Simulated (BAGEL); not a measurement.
# A workflow on SiHF3 (SMILES F[SiH](F)F)

Wanted: the energy (HF/cc-pVDZ), then a single-point energy (NEVPT2(2,2)/cc-pVDZ), then a single-point energy (CASPT2(2,2)/cc-pVDZ) of SiHF3. 

The calculation is run with BAGEL 1.2.2.

### Step 1. The structure to begin with

SiHF3: 5 atoms, total charge 0, spin state singlet. As SMILES, `F[SiH](F)F`. The F1–Si2 distance was set to 4.404 Å, away from the relaxed value. At this shape a bond of the SMILES string is far longer than usual.

Bond lengths: Si2–F3 1.573 Å, Si2–F4 1.573 Å, Si2–H5 1.461 Å. Angles: F3–Si2–F4 108.3°, F3–Si2–H5 110.7°, F4–Si2–H5 110.7°.

### Step 2. The energy at HF/cc-pVDZ (density fitting with svp-jkfit) (run 1)

input.json reads:

```json
{ "bagel" : [

{
  "title" : "molecule",
  "basis" : "cc-pvdz.json",
  "df_basis" : "svp-jkfit",
  "angstrom" : false,
  "geometry" : [
    { "atom" : "F", "xyz" : [ -2.50414790, -0.44072193,  7.89692737 ] },
    { "atom" : "Si", "xyz" : [  0.07691185,  0.00321253, -0.00340151 ] },
    { "atom" : "F", "xyz" : [ -1.12835547,  2.42149506, -1.24192801 ] },
    { "atom" : "F", "xyz" : [ -0.93711519, -2.38729101, -1.44979788 ] },
    { "atom" : "H", "xyz" : [  2.83345535,  0.11791891, -0.12302117 ] }
  ]
},
{
  "title" : "hf"
},
{
  "title" : "print",
  "file" : "orbitals.molden",
  "orbitals" : true
}

]}
```

The basis set cc-pVDZ is read from a file made from the Basis Set Exchange's data (not shown).

Command:

```bash
$ BAGEL_NUM_THREADS=1 BAGEL input.json > input.out
```

Standard output:

```text
* using 1 threads per process

  ===============================================================
  ===============================================================

  *** Geometry ***

  { "atom" : "F", "xyz" : [     -2.504148,     -0.440722,      7.896927 ] },
  { "atom" : "Si", "xyz" : [      0.076912,      0.003213,     -0.003402 ] },
  { "atom" : "F", "xyz" : [     -1.128355,      2.421495,     -1.241928 ] },
  { "atom" : "F", "xyz" : [     -0.937115,     -2.387291,     -1.449798 ] },
  { "atom" : "H", "xyz" : [      2.833455,      0.117919,     -0.123021 ] },

  Number of auxiliary basis functions:      377

  Since a DF basis is specified, we compute 2- and 3-index integrals:
    o Being stored without compression. Storage requirement is 0.013 GB

  Number of basis functions:       65
  Number of electrons      :       42

    * METHOD: MOLECULE                             0.11

  *** RHF ***

  === Nuclear Repulsion ===
   143.2978627665

      * DIIS with orbital gradients will be used.

  === RHF iteration (cc-pvdz.json) ===
      0       -587.24831812          0.02252769           0.03
      1       -586.31433464          0.03753776           0.03
      2       -587.56322827          0.00824289           0.03
[... 19 lines of this table left out ...]
     22       -587.64548082          0.00000001           0.03
    * SCF iteration converged.

    * Permanent dipole moment:
           (   -2.062940,    -0.258671,     4.088611) a.u.

    * METHOD: HF                                   0.75

    * METHOD: PRINT                                0.01

  ===============================================================
```

It took 1 s on 1 thread of Arm Neoverse V1, shared host; peak memory 0.14 GiB.

### Step 3. The energy at NEVPT2(2,2)/cc-pVDZ (density fitting with svp-jkfit) (run 2)

job.json reads:

```json
{ "bagel" : [

{
  "title" : "molecule",
  "basis" : "cc-pvdz.json",
  "df_basis" : "svp-jkfit",
  "angstrom" : "false",
  "geometry" : [
    { "atom" : "F", "xyz" : [    -2.50414790,    -0.44072193,     7.89692737 ] },
    { "atom" : "Si", "xyz" : [     0.07691185,     0.00321253,    -0.00340151 ] },
    { "atom" : "F", "xyz" : [    -1.12835547,     2.42149506,    -1.24192801 ] },
    { "atom" : "F", "xyz" : [    -0.93711519,    -2.38729101,    -1.44979788 ] },
    { "atom" : "H", "xyz" : [     2.83345535,     0.11791891,    -0.12302117 ] }
  ]
},

{ "title" : "hf" },

{ "title" : "nevpt2", "nstate" : 1, "nact" : 2, "nclosed" : 20, "active" : [21, 22], "maxiter" : 200, "natocc" : "true", "ncore" : 8 },

{ "title" : "print", "file" : "orbitals.molden", "orbitals" : "true" }

]}
```

The basis set cc-pVDZ is read from a file made from the Basis Set Exchange's data (not shown).

Command:

```bash
$ BAGEL_NUM_THREADS=1 BAGEL job.json > job.out
```

Standard output:

```text
* using 1 threads per process

  ===============================================================
  ===============================================================

  *** Geometry ***

[... 29 lines left out ...]
    * SCF iteration converged.
[... 1 line left out ...]
    * Permanent dipole moment:
[... 28 lines left out ...]
    * Second-order optimization converged. *
[... 9 lines left out ...]
     * ci vector, state   0, <S^2> = 0.0000
       2.     0.7237975573
       .2    -0.6900123883

  === DF-NEVPT2 calculation ===

    * 3-index integral transformation done
    * assembly done

      NEVPT2 correlation energy:   -0.5953667962      0.09

          (+0)     -0.5137269071
          (+0)'    -0.0100729271
          (+1)     -0.0213517422
          (+1)'    -0.0000000000
          (+2)     -0.0000049338
          (-1)     -0.0502018656
          (-1)'     0.0000000000
          (-2)     -0.0000084203

      NEVPT2 total energy:       -588.4231963798

    * METHOD: NEVPT2                               6.03

    * METHOD: PRINT                                0.01

  ===============================================================
```

Run time: 7.2 s. Hardware: 1 thread of Arm Neoverse V1, shared host; peak memory 0.14 GiB.

### Step 4. The energy at CASPT2(2,2)/cc-pVDZ (density fitting with svp-jkfit) (run 3)

job.json reads:

```json
{ "bagel" : [

{
  "title" : "molecule",
  "basis" : "cc-pvdz.json",
  "df_basis" : "svp-jkfit",
  "geometry" : [
    { "atom" : "F", "xyz" : [ -2.50414790, -0.44072193,  7.89692737 ] },
    { "atom" : "Si", "xyz" : [  0.07691185,  0.00321253, -0.00340151 ] },
    { "atom" : "F", "xyz" : [ -1.12835547,  2.42149506, -1.24192801 ] },
    { "atom" : "F", "xyz" : [ -0.93711519, -2.38729101, -1.44979788 ] },
    { "atom" : "H", "xyz" : [  2.83345535,  0.11791891, -0.12302117 ] }
  ]
},
{
  "title" : "hf"
},
{
  "title" : "casscf",
  "nstate" : 1,
  "nact" : 2,
  "nclosed" : 20,
  "active" : [21, 22],
  "maxiter" : 200,
  "natocc" : true
},
{
  "title" : "print",
  "file" : "orbitals.molden",
  "orbitals" : true
},
{
  "title" : "smith",
  "method" : "caspt2",
  "ms" : true,
  "xms" : true,
  "sssr" : true,
  "shift" : 0.2,
  "shift_imag" : true,
  "ncore" : 8
}

]}
```

The basis set cc-pVDZ is read from a file made from the Basis Set Exchange's data (not shown).

Command:

```bash
$ BAGEL_NUM_THREADS=1 BAGEL job.json > job.out
```

Standard output:

```text
* using 1 threads per process

  ===============================================================
  ===============================================================

  *** Geometry ***

[... 31 lines left out ...]
    * Permanent dipole moment:
[... 37 lines left out ...]
     * ci vector, state   0, <S^2> = 0.0000
[... 21 lines left out ...]
       #      aibj      arbs      arbi      airj      risj      airs      arst      rist         Etot      error   time
[... 7 lines left out ...]
      ------------------------------------------------------------------------------------------------------------------

    * CASPT2 energy : state  0     -588.4299695599
        w/o shift correction       -588.4284751000
        reference weight              0.8835216426

    * METHOD: SMITH                                0.32

  ===============================================================
```

It took 7.2 s on 1 thread of Arm Neoverse V1, shared host; peak memory 0.14 GiB.

### Step 5. Summary of results

| quantity | value |
| --- | --- |
| run 1, HF/cc-pVDZ: total energy | -587.64548 Eh |
| run 1, HF/cc-pVDZ: dipole moment | 11.66 D |
| run 1, HF/cc-pVDZ: HOMO energy | -8.27 eV |
| run 1, HF/cc-pVDZ: LUMO energy | -3.95 eV |
| run 1, HF/cc-pVDZ: HOMO–LUMO gap | 4.32 eV |
| run 2, NEVPT2(2,2)/cc-pVDZ: total energy | -588.42320 Eh |
| run 3, CASPT2(2,2)/cc-pVDZ: total energy | -588.42997 Eh |

**Reading.** One bond (run 1, HF/cc-pVDZ) is far stretched, which a spin-restricted single reference describes badly; a broken-symmetry solution may lie lower.
